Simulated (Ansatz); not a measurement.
Working through a ladder of basis sets of BrClMg, SMILES [Cl][Mg][Br]

Program: Ansatz's Python interface.

Run as a notebook:

**Cell 1**
```python
import warnings

import ansatz as az
```

**Cell 2**
```python
params = {
    'xc': 'b3lyp',
}
```

**Cell 3**
```python
warnings.simplefilter('ignore', az.DeckWarning)
```

**Cell 4**
```python
geometry_ang = [
    ('Cl', (0.9454, 2.0839, 0.7351)),
    ('Mg', (0.0091, 0.0391, 0.0121)),
    ('Br', (-0.9654, -2.1879, -0.7604)),
]
molecule = az.Crystal.molecule()
for symbol, xyz in geometry_ang:
    molecule = molecule.atom(symbol, xyz)
```

**Cell 5**
```python
calculation = molecule.calculation().functional(params['xc'])
```

**Cell 6**
```python
energies = {}
for basis in ['cc-pVDZ', 'cc-pVTZ', 'cc-pVQZ']:
    report = calculation.basis(gaussian=basis).run(threads=1, pin='off').report
    size = report['n_frozen'] + report['n_occupied'][0] + report['n_virtual'][0]
    energies[basis] = (report['reference_energy_ev'] / 27.211386246, report['free_energy_ev'] / 27.211386246)
    print(f'{basis:14s} {size:4d} orbitals  reference {energies[basis][0]:14.6f} Ha  total {energies[basis][1]:14.6f} Ha')
```
Output:
```text
cc-pVDZ          63 orbitals  reference   -3234.612831 Ha  total   -3234.612831 Ha
cc-pVTZ         111 orbitals  reference   -3234.713335 Ha  total   -3234.713335 Ha
cc-pVQZ         186 orbitals  reference   -3234.721980 Ha  total   -3234.721980 Ha
```

**Cell 7**
```python
last = energies['cc-pVQZ'][1]
for basis, (_, total) in energies.items():
    print(f'{basis:14s} lies {27.211386 * (total - last):9.4f} eV above cc-pVQZ')
```
Output:
```text
cc-pVDZ        lies    2.9701 eV above cc-pVQZ
cc-pVTZ        lies    0.2352 eV above cc-pVQZ
cc-pVQZ        lies    0.0000 eV above cc-pVQZ
```

Against cc-pVDZ: cc-pVTZ -100.5 mHa and cc-pVQZ -109.1 mHa. The last step alone is -8.64 mHa. From the first set to the last the time grows from 2.2 to 8.1 s.

Notes:
- The drop along the ladder measures the basis error, and is no property of the molecule.
- The geometry is a force-field or estimated start, not a minimum of this method, and the last set is no limit. Much of the fall in a total is atomic energy, which cancels in bond and reaction energies.
- b3lyp holds the VWN-RPA fit, as in Gaussian; the form of ORCA and Turbomole is b3lyp5.
- For Al to Cl the sets with a tight d function, cc-pV(X+d)Z, are usual.
- Timing: 14 s on 1 thread of Arm Neoverse V1, on a shared host, peak memory 0.48 GiB.
